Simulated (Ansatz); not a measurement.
# Hf2SiOF2: the cost of one run

Program: Ansatz 0.2.0. Level of theory: DFT PBE, scalar-relativistic, plane waves, PAW. These are calculated values, not measurements.

## (1) The system as given

Symmetry: P4/mmm, No. 123, tetragonal system. Conventional cell: a = 3.905 Å, b = 3.905 Å, c = 5.012 Å, α = 90.00°, β = 90.00°, γ = 90.00°. Hf (site symmetry mmm) is surrounded by 2 Si at 1.95 Å and 4 F at 2.40 Å. Si (site symmetry 4/mmm) has 4 Hf at 1.95 Å as nearest neighbours. Around O (site symmetry 4/mmm) lie 2 Si at 2.51 Å. Around F (site symmetry 4mm) lie 1 F at 2.22 Å and 4 Hf at 2.40 Å.

As a file:

```
CELL_PARAMETERS angstrom
3.90476 0.00000 0.00000
0.00000 3.90476 0.00000
0.00000 0.00000 5.01246
ATOMIC_POSITIONS crystal
Hf 0.00000 0.50000 0.00000
Hf 0.50000 0.00000 0.00000
Si 0.00000 0.00000 0.00000
O 0.00000 0.00000 0.50000
F 0.50000 0.50000 0.27880
F 0.50000 0.50000 0.72120
```

Recipe of the guess: species swapped into a database cell of PrSi2Mo2C (P4/mmm, No. 123), with O on the Pr sites, F on the Si sites, Hf on the Mo sites and Si on the C sites. The dimensions are guesses.

## (2) A first look at the guess

Input file input.yaml:

```yaml
crystal:
  lattice:
    - [3.90475594, 0.0, 0.0]
    - [0.0, 3.90475594, 0.0]
    - [0.0, 0.0, 5.01245765]
  atoms:
    - { symbol: Hf, position: [0.0, 0.5, 0.0] }
    - { symbol: Hf, position: [0.5, 0.0, 0.0] }
    - { symbol: Si, position: [0.0, 0.0, 0.0] }
    - { symbol: O, position: [0.0, 0.0, 0.5] }
    - { symbol: F, position: [0.5, 0.5, 0.27880001] }
    - { symbol: F, position: [0.5, 0.5, 0.72119999] }
basis:
  ecutwfc: 420
kpoints:
  mp_grid: { grid: [4, 4, 4] }
hamiltonian:
  xc: pbe
scf:
  occupations: { method: gaussian, width: 0.1 }
  lower_state_search: "off"
output:
  forces: true
  stress: true
  eigenvalues: true
```

Command:

```console
$ ansatz run input.yaml --threads 1 --pin off --max-ram 2560MiB --backend cpu --events-out ev --progress --plain --runs-dir out
```

What time and memory should one allow on 1 thread of Intel Xeon at 2.50GHz (Skylake/Cascade Lake), shared host?

About 8.6 s, with a peak of 0.4 GiB.
